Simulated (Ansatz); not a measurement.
**Sr3WN3: single points about a listed cell**

A set of self-consistent runs on Sr3WN3 under moves of single atoms, further strains and shifts, distortions that keep the symmetry, to map its energy surface near the listed cell.

Program: Ansatz 0.2.0. Level of theory: DFT PBEsol, scalar-relativistic, plane waves, PAW. These are calculated values, not measurements.

### 1 Starting point

Symmetry: P6_3/m, No. 176, hexagonal system. Conventional cell: a = 7.952 Å, b = 7.952 Å, c = 5.345 Å, α = 90.00°, β = 90.00°, γ = 120.00°. Sr (site symmetry m) has 5 N at 2.72 to 3.05 Å as nearest neighbours. Around W (site symmetry -6) lie 3 N at 1.86 Å. Around N (site symmetry m) lie 1 W at 1.86 Å.

Coordinates:

```
Sr W N
1.0
     7.95244    0.00000    0.00000
    -3.97622    6.88701    0.00000
     0.00000    0.00000    5.34463
Sr W N
6 2 6
Direct
  0.90425 0.65004 0.25000
  0.74580 0.09575 0.25000
  0.34996 0.25420 0.25000
  0.09575 0.34996 0.75000
  0.25420 0.90425 0.75000
  0.65004 0.74580 0.75000
  0.66667 0.33333 0.75000
  0.33333 0.66667 0.25000
  0.88387 0.58053 0.75000
  0.69666 0.11613 0.75000
  0.41947 0.30334 0.75000
  0.11613 0.41947 0.25000
  0.30334 0.88387 0.25000
  0.58053 0.69666 0.25000
```

The structure comes from the Materials Project (structure only).

### 2 A change within the space group

The change: strain xx, yy, zz, yz, xz, xy = -1.5, -1.5, +4.5, +0.0, +0.0, +0.0 %; atoms moved by 0.03 Å root mean square, at most 0.04 Å.

The input, input.yaml:

```yaml
crystal:
  lattice:
    - [7.8332300679, 0.0, 0.0]
    - [-3.9166150339, 6.7837762325, 0.0]
    - [0.0, 0.0, 5.5851885463]
  atoms:
    - { symbol: Sr, position: [0.9077905602, 0.6553354079, 0.25] }
    - { symbol: Sr, position: [0.7475448477, 0.0922094398, 0.25] }
    - { symbol: Sr, position: [0.3446645921, 0.2524551523, 0.25] }
    - { symbol: Sr, position: [0.0922094398, 0.3446645921, 0.75] }
    - { symbol: Sr, position: [0.2524551523, 0.9077905602, 0.75] }
    - { symbol: Sr, position: [0.6553354079, 0.7475448477, 0.75] }
    - { symbol: W, position: [0.6666666667, 0.3333333333, 0.75] }
    - { symbol: W, position: [0.3333333333, 0.6666666667, 0.25] }
    - { symbol: "N", position: [0.8821299517, 0.582679828, 0.75] }
    - { symbol: "N", position: [0.7005498763, 0.1178700483, 0.75] }
    - { symbol: "N", position: [0.417320172, 0.2994501237, 0.75] }
    - { symbol: "N", position: [0.1178700483, 0.417320172, 0.25] }
    - { symbol: "N", position: [0.2994501237, 0.8821299517, 0.25] }
    - { symbol: "N", position: [0.582679828, 0.7005498763, 0.25] }
basis:
  ecutwfc: 420
kpoints:
  mp_grid: { grid: [6, 6, 8] }
hamiltonian:
  xc: pbesol
scf:
  occupations: { method: gaussian, width: 0.1 }
output:
  forces: true
  stress: true
  eigenvalues: true
  populations: true
```

### 3 A change within the space group

The input, input.yaml:

```yaml
crystal:
  lattice:
    - [7.8326733973, 0.0, 0.0]
    - [-3.9163366986, 6.7832941416, 0.0]
    - [0.0, 0.0, 5.7451532291]
  atoms:
    - { symbol: Sr, position: [0.8952520316, 0.689916263, 0.25] }
    - { symbol: Sr, position: [0.7946642314, 0.1047479684, 0.25] }
    - { symbol: Sr, position: [0.310083737, 0.2053357686, 0.25] }
    - { symbol: Sr, position: [0.1047479684, 0.310083737, 0.75] }
    - { symbol: Sr, position: [0.2053357686, 0.8952520316, 0.75] }
    - { symbol: Sr, position: [0.689916263, 0.7946642314, 0.75] }
    - { symbol: W, position: [0.6666666667, 0.3333333333, 0.75] }
    - { symbol: W, position: [0.3333333333, 0.6666666667, 0.25] }
    - { symbol: "N", position: [0.8646672145, 0.5710444125, 0.75] }
    - { symbol: "N", position: [0.706377198, 0.1353327855, 0.75] }
    - { symbol: "N", position: [0.4289555875, 0.293622802, 0.75] }
    - { symbol: "N", position: [0.1353327855, 0.4289555875, 0.25] }
    - { symbol: "N", position: [0.293622802, 0.8646672145, 0.25] }
    - { symbol: "N", position: [0.5710444125, 0.706377198, 0.25] }
basis:
  ecutwfc: 420
kpoints:
  mp_grid: { grid: [6, 6, 8] }
hamiltonian:
  xc: pbesol
scf:
  occupations: { method: gaussian, width: 0.1 }
output:
  forces: true
  stress: true
  eigenvalues: true
  populations: true
```

### 4 One atom moved

The input, input.yaml:

```yaml
crystal:
  lattice:
    - [7.9524371, 0.0, 0.0]
    - [-3.97621855, 6.8870125506, 0.0]
    - [0.0, 0.0, 5.34462689]
  atoms:
    - { symbol: Sr, position: [0.90424658, 0.65004214, 0.25] }
    - { symbol: Sr, position: [0.74579556, 0.09575342, 0.25] }
    - { symbol: Sr, position: [0.34995786, 0.25420444, 0.25] }
    - { symbol: Sr, position: [0.0902051525, 0.3383432449, 0.7577068055] }
    - { symbol: Sr, position: [0.25420444, 0.90424658, 0.75] }
    - { symbol: Sr, position: [0.65004214, 0.74579556, 0.75] }
    - { symbol: W, position: [0.6666666667, 0.3333333333, 0.75] }
    - { symbol: W, position: [0.3333333333, 0.6666666667, 0.25] }
    - { symbol: "N", position: [0.88386698, 0.58052775, 0.75] }
    - { symbol: "N", position: [0.69666077, 0.11613302, 0.75] }
    - { symbol: "N", position: [0.41947225, 0.30333923, 0.75] }
    - { symbol: "N", position: [0.11613302, 0.41947225, 0.25] }
    - { symbol: "N", position: [0.30333923, 0.88386698, 0.25] }
    - { symbol: "N", position: [0.58052775, 0.69666077, 0.25] }
basis:
  ecutwfc: 420
kpoints:
  mp_grid: { grid: [6, 6, 6] }
hamiltonian:
  xc: pbesol
scf:
  occupations: { method: gaussian, width: 0.1 }
output:
  forces: true
  stress: true
  eigenvalues: true
```

### 5 A change within the space group

The input, input.yaml:

```yaml
crystal:
  lattice:
    - [7.7250769233, 0.0, 0.0]
    - [-3.8625384617, 6.6901128618, 0.0]
    - [0.0, 0.0, 5.6728404273]
  atoms:
    - { symbol: Sr, position: [0.9034811225, 0.6508666466, 0.25] }
    - { symbol: Sr, position: [0.7473855241, 0.0965188775, 0.25] }
    - { symbol: Sr, position: [0.3491333534, 0.2526144759, 0.25] }
    - { symbol: Sr, position: [0.0965188775, 0.3491333534, 0.75] }
    - { symbol: Sr, position: [0.2526144759, 0.9034811225, 0.75] }
    - { symbol: Sr, position: [0.6508666466, 0.7473855241, 0.75] }
    - { symbol: W, position: [0.6666666667, 0.3333333333, 0.75] }
    - { symbol: W, position: [0.3333333333, 0.6666666667, 0.25] }
    - { symbol: "N", position: [0.8631523282, 0.5768963442, 0.75] }
    - { symbol: "N", position: [0.7137440161, 0.1368476718, 0.75] }
    - { symbol: "N", position: [0.4231036558, 0.2862559839, 0.75] }
    - { symbol: "N", position: [0.1368476718, 0.4231036558, 0.25] }
    - { symbol: "N", position: [0.2862559839, 0.8631523282, 0.25] }
    - { symbol: "N", position: [0.5768963442, 0.7137440161, 0.25] }
basis:
  ecutwfc: 420
kpoints:
  mp_grid: { grid: [6, 6, 8] }
hamiltonian:
  xc: pbesol
scf:
  occupations: { method: gaussian, width: 0.1 }
output:
  forces: true
  stress: true
  eigenvalues: true
```

### 6 A distortion of lower symmetry

The input, input.yaml:

```yaml
crystal:
  lattice:
    - [7.6022912945, 0.0, 0.0]
    - [-3.8011456472, 6.583777388, 0.0]
    - [0.0, 0.0, 5.2696417747]
  atoms:
    - { symbol: Sr, position: [0.9041167844, 0.6511976446, 0.2478945175] }
    - { symbol: Sr, position: [0.7470808603, 0.0958832156, 0.2478945175] }
    - { symbol: Sr, position: [0.3488023554, 0.2529191397, 0.2478945175] }
    - { symbol: Sr, position: [0.0958832156, 0.3488023554, 0.7478945175] }
    - { symbol: Sr, position: [0.2529191397, 0.9041167844, 0.7478945175] }
    - { symbol: Sr, position: [0.6511976446, 0.7470808603, 0.7478945175] }
    - { symbol: W, position: [0.6666666667, 0.3333333333, 0.7429965889] }
    - { symbol: W, position: [0.3333333333, 0.6666666667, 0.2429965889] }
    - { symbol: "N", position: [0.8811469812, 0.5819720705, 0.7544399529] }
    - { symbol: "N", position: [0.7008250893, 0.1188530188, 0.7544399529] }
    - { symbol: "N", position: [0.4180279295, 0.2991749107, 0.7544399529] }
    - { symbol: "N", position: [0.1188530188, 0.4180279295, 0.2544399529] }
    - { symbol: "N", position: [0.2991749107, 0.8811469812, 0.2544399529] }
    - { symbol: "N", position: [0.5819720705, 0.7008250893, 0.2544399529] }
basis:
  ecutwfc: 420
kpoints:
  mp_grid: { grid: [6, 6, 8] }
hamiltonian:
  xc: pbesol
scf:
  occupations: { method: gaussian, width: 0.1 }
output:
  forces: true
  stress: true
  eigenvalues: true
```

Before running it: what results should come out? Wanted: for each run, case; energy; pressure; largest force.

The runs gave:

```
step                             case  energy (meV/atom)  pressure (GPa)  largest force (eV/Å)  gap on the mesh (eV)
             listed cell, run earlier                  0            -2.2                  0.11                  0.00
   2  a change within the space group              +20.9            -1.1                  0.81                  0.00
   3  a change within the space group             +323.8             8.1                  6.91                  0.00
   4                   one atom moved              +2.0*            -2.2                  0.43                  0.00
   5  a change within the space group             +187.3             9.8                  6.40                  0.00
   6   a distortion of lower symmetry              +67.8            11.4                  3.20                  0.00
```

Energies are counted from the listed cell, with the smearing taken to zero; a star marks another k mesh, which can shift energies by itself, so starred rows don't rank against the others. A gap of 0.00 means none on the mesh at this level.

In words: At the listed geometry the pressure is -2.2 GPa and the largest force 0.11 eV/Å: not this functional's equilibrium. The lowest comparable point ties with the listed cell within 3 meV/atom. The costliest is step 3, at 324 meV/atom. Among the distorted cells of the listed formula and level the largest force, 6.91 eV/Å, comes in step 3, shared by 6 atoms. The distorted cells of the listed formula and level show no gap on the mesh. The runs treat W without spin-orbit coupling.
